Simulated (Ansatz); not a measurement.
**C₂H₈OSi₂: one species, many methods**

Aim: compute C₂H₈OSi₂ with functionals from several rungs and with coupled cluster. The yardstick is the atomisation energy at the CCSD(T) limit.

Program: Ansatz 0.2.0, Gaussian basis. Level of theory: functionals in def2-TZVPP, the program's frozen cores in correlated methods. These are calculated values, not measurements.

Plan: PBE-D4, r2SCAN-D4, PBE0-D4, B3LYP-D4, ωB97X-V, ωB97M-V, B2PLYP; CCSD(T)/def2-TZVPP; MP2/def2-QZVPP; extrapolation to the limit.

## Step 1: The geometry

The geometry comes from an earlier relaxation with PBE0-D4 in a triple-zeta def2 set; it is a stationary point, not always the lowest conformer.

SMILES `C=C[SiH2][SiH2]O`, 13 atoms, charge 0, spin multiplicity 1.

Atoms are counted from 1 here; the program's logs count them from 0.

Bond lengths: C1–C2 1.330 Å, C1–H6 1.086 Å, C1–H7 1.087 Å, C2–Si3 1.861 Å, C2–H8 1.089 Å, Si3–Si4 2.342 Å, Si3–H9 1.491 Å, Si3–H10 1.490 Å, Si4–O5 1.657 Å, Si4–H11 1.494 Å, Si4–H12 1.494 Å, O5–H13 0.958 Å. Angles: C2–C1–H6 121.8°, C2–C1–H7 122.1°, H6–C1–H7 116.1°, C1–C2–Si3 123.6°, C1–C2–H8 118.3°, Si3–C2–H8 118.1°, C2–Si3–Si4 110.4°, C2–Si3–H9 109.1°, C2–Si3–H10 110.8°, Si4–Si3–H9 109.1°, Si4–Si3–H10 108.8°, H9–Si3–H10 108.7°, Si3–Si4–O5 106.1°, Si3–Si4–H11 110.8°, Si3–Si4–H12 111.6°, O5–Si4–H11 110.9°, O5–Si4–H12 111.0°, H11–Si4–H12 106.5° and more.

## Step 2: PBE-D4 (GGA)

The input, in.yaml:

```yaml
crystal:
  periodic: [false, false, false]
  atoms:
    - {symbol: C, position_ang: [-2.532344, -0.526236, 0.036151]}
    - {symbol: C, position_ang: [-1.325598, -0.555733, 0.595229]}
    - {symbol: Si, position_ang: [0.231253, -0.967729, -0.337899]}
    - {symbol: Si, position_ang: [1.659793, 0.887009, -0.401126]}
    - {symbol: O, position_ang: [1.913131, 1.326247, 1.176231]}
    - {symbol: H, position_ang: [-2.684211, -0.770668, -1.011484]}
    - {symbol: H, position_ang: [-3.422462, -0.257671, 0.598614]}
    - {symbol: H, position_ang: [-1.237710, -0.296338, 1.649085]}
    - {symbol: H, position_ang: [-0.125344, -1.355868, -1.732194]}
    - {symbol: H, position_ang: [0.948478, -2.104337, 0.306234]}
    - {symbol: H, position_ang: [1.041395, 2.006373, -1.172587]}
    - {symbol: H, position_ang: [2.950053, 0.564408, -1.081418]}
    - {symbol: H, position_ang: [2.468864, 2.089344, 1.340464]}
basis:
  gaussian: {orbitals: def2-TZVPP}
hamiltonian: {xc: pbe, dispersion: d4}
output: {forces: true, orbitals: {seedname: orbitals}}
```

The runs that follow: r2SCAN-D4 (meta-GGA); PBE0-D4 (hybrid); B3LYP-D4 (hybrid); ωB97X-V (range-separated); ωB97M-V (range-separated); B2PLYP (double hybrid); CCSD(T) in def2-TZVPP; MP2 in def2-QZVPP.

Before running them: what should the planned runs give, taken together? Wanted: atomisation energy, CCSD(T)/CBS; farthest; mean size of error, hybrid; mean size of error, range-separated; gap, smallest and largest; T1 diagnostic; triples share of the correlation energy.

As calculated:

| quantity | value |
| --- | --- |
| atomisation energy, CCSD(T)/CBS | 1122.0 kcal/mol |
| functionals within 5.6 kcal/mol (0.5 %) | r2SCAN-D4, B3LYP-D4, ωB97X-V, ωB97M-V |
| farthest | B2PLYP (-15.2 kcal/mol) |
| mean size of error, hybrid | 4.8 kcal/mol |
| mean size of error, range-separated | 1.4 kcal/mol |
| gap, smallest and largest | 4.84 eV (PBE-D4), 11.21 eV (ωB97X-V) |
| T1 diagnostic | 0.0122 |
| triples share of the correlation energy | 3.8 % |

In words: PBE-D4 is off by +6.6 kcal/mol. Double hybrids carry the basis error of their MP2 part in triple zeta, and no dispersion term here, so their miss is partly the set-up's. Misses under about 5.6 kcal/mol are within the doubt on the reference itself, which lacks core-valence correlation, relativity and higher excitations. Hartree-Fock recovers 74 % of the binding; the rest is correlation. The gap grows from 4.8 to 11.2 eV across the functionals, mostly with the share of exact exchange.
